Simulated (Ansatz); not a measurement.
# CH7FOSi: the cost of one run

Program: Ansatz 0.2.0. Level of theory: RKS PBE/def2-SVP. These are calculated values, not measurements.

**1. Starting point**

Bond lengths: Si1–O2 2.066 Å, Si1–H3 1.458 Å, Si1–H4 1.452 Å, Si1–C5 1.911 Å, Si1–F7 2.005 Å, O2–H8 0.953 Å, C5–H9 1.087 Å, C5–H10 1.086 Å, C5–H11 1.086 Å. Angles (14 of 17 angles, heavy atoms first): O2–Si1–C5 93.6°, O2–Si1–F7 68.6°, C5–Si1–F7 162.1°, Si1–O2–H8 111.1°, O2–Si1–H3 110.4°, O2–Si1–H4 105.4°, H3–Si1–C5 104.0°, H3–Si1–F7 81.2°, H4–Si1–C5 105.5°, H4–Si1–F7 82.3°, Si1–C5–H9 112.6°, Si1–C5–H10 110.6°, Si1–C5–H11 111.9°, H3–Si1–H4 131.4°.

Coordinates:

```xyz
11

Si   -0.2734    0.1826   -0.6103
O     0.9707    1.0631    0.7838
H     0.5114   -0.4274   -1.6776
H    -1.4605    1.0172   -0.6483
C    -0.7169   -1.2831    0.5331
H     1.0540    1.8208   -0.2327
F     0.5877    1.8386   -1.3416
H     1.7768    0.5657    0.8857
H     0.1270   -1.9454    0.7106
H    -1.5067   -1.8852    0.0936
H    -1.0702   -0.9466    1.5036
```

**2. Pulling towards end A**

Springs on the bonds that form and break draw the guess towards this end; the thresholds are loose.

The input, input.yaml:

```yaml
crystal:
  periodic: [false, false, false]
  atoms:
    - { symbol: Si, position_ang: [-0.2734, 0.1826, -0.6103] }
    - { symbol: O, position_ang: [0.9707, 1.0631, 0.7838] }
    - { symbol: H, position_ang: [0.5114, -0.4274, -1.6776] }
    - { symbol: H, position_ang: [-1.4605, 1.0172, -0.6483] }
    - { symbol: C, position_ang: [-0.7169, -1.2831, 0.5331] }
    - { symbol: H, position_ang: [1.054, 1.8208, -0.2327] }
    - { symbol: F, position_ang: [0.5877, 1.8386, -1.3416] }
    - { symbol: H, position_ang: [1.7768, 0.5657, 0.8857] }
    - { symbol: H, position_ang: [0.127, -1.9454, 0.7106] }
    - { symbol: H, position_ang: [-1.5067, -1.8852, 0.0936] }
    - { symbol: H, position_ang: [-1.0702, -0.9466, 1.5036] }
basis:
  gaussian: { orbitals: def2-SVP }
hamiltonian:
  xc: pbe
relax:
  f_tol: 0.15
  max_steps: 25
  restrain:
    - { distance: [0, 6], at: 2.98, k: 30.0 }
    - { distance: [5, 1], at: 2.27, k: 30.0 }
    - { distance: [0, 1], at: 1.77, k: 30.0 }
    - { distance: [5, 6], at: 0.88, k: 30.0 }
output:
  orbitals: {}
```

The run is started by

```
$ ansatz run input.yaml --threads 2 --pin off --max-ram 3072MiB --backend cpu --events-out ev --progress --plain --runs-dir out
```

Q: Estimate wall time and peak memory on 2 threads of Intel Xeon 6975P-C (Granite Rapids), shared host.

About 8.5 s, with a peak of 0.16 GiB.
